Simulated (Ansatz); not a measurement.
Task: a rigid torsion scan of CH2F2OTe, SMILES OC(F)(F)[TeH], with the Ansatz DFT code, driven from Python. Give the script and its output. Settings (for the species named): PBE0, def2-SVP basis, multiplicity 1, D3BJ dispersion.

| atom | x (Å) | y (Å) | z (Å) |
| --- | --- | --- | --- |
| O | 0.7875 | 0.0818 | 1.1146 |
| C | 0.1839 | -0.6044 | 0.0422 |
| F | -1.1072 | -1.0540 | 0.3716 |
| F | 1.0720 | -1.6758 | -0.2339 |
| Te | 0.0597 | 0.6208 | -1.7315 |
| H | 0.0970 | 0.8721 | 1.3006 |
| H | -1.0318 | 1.6916 | -0.9094 |

Script `ch2f2ote_torsion.py`:
```python
'''Rigid torsion scan of CH2F2OTe.'''

from dataclasses import dataclass

import ansatz as az
from ase import Atoms


@dataclass
class Settings:
    basis_set: str = 'def2-SVP'
    xc: str = 'PBE0'
    vdw: str = 'd3bj'
    force_tol: float = 0.02


settings = Settings()

atoms = Atoms(['O', 'C', 'F', 'F', 'Te', 'H', 'H'], positions=[
    [0.7875, 0.0818, 1.1146],
    [0.1839, -0.6044, 0.0422],
    [-1.1072, -1.054, 0.3716],
    [1.072, -1.6758, -0.2339],
    [0.0597, 0.6208, -1.7315],
    [0.097, 0.8721, 1.3006],
    [-1.0318, 1.6916, -0.9094],
])

# relax first, so that the scan starts from a minimum
first = (
    az.Crystal.molecule_from_ase(atoms).calculation()
    .basis(gaussian=settings.basis_set)
    .functional(settings.xc, dispersion=settings.vdw)
    .relax(force_tolerance=settings.force_tol, max_steps=80)
)
atoms.positions = first.run().report['positions_ang']

start = atoms.get_dihedral(2, 1, 0, 5)
energies = {}
for turn in range(0, 360, 40):
    turned = atoms.copy()
    turned.set_dihedral(2, 1, 0, 5, start + turn, indices=[0, 5])
    calculation = (
        az.Crystal.molecule_from_ase(turned).calculation()
        .basis(gaussian=settings.basis_set)
        .functional(settings.xc, dispersion=settings.vdw)
    )
    energies[round((start + turn) % 360)] = calculation.run().report['free_energy_ev']
floor = min(energies.values())
print('dihedral F2-C1-O0-H5 (deg)   E - E(min) (kcal/mol)')
for angle, e in sorted(energies.items()):
    print(f'{angle:8d} {23.060548 * (e - floor):14.3f}  ' + '#' * int(30 * (e - floor) / max(max(energies.values()) - floor, 1e-9)))
```

Running `python ch2f2ote_torsion.py` prints:
```text
dihedral F2-C1-O0-H5 (deg)   E - E(min) (kcal/mol)
      17          2.540  ################
      57          1.490  #########
      97          1.541  #########
     137          2.929  ##################
     177          3.901  #########################
     217          4.672  ##############################
     257          2.182  ##############
     297          0.000
     337          1.543  #########
```

Reading the output:
- The scan is rigid and the energies are electronic, in a modest basis. With rigid groups the curve can differ much from the relaxed path, the start wasn't checked as a minimum of this torsion, and equivalent turns needn't return to the same energy.
- def2 sets replace the cores of elements past krypton by effective core potentials.
- Timing: 3.5 min on 1 thread of Arm Neoverse V1, with other jobs on the host, peak memory 0.28 GiB.
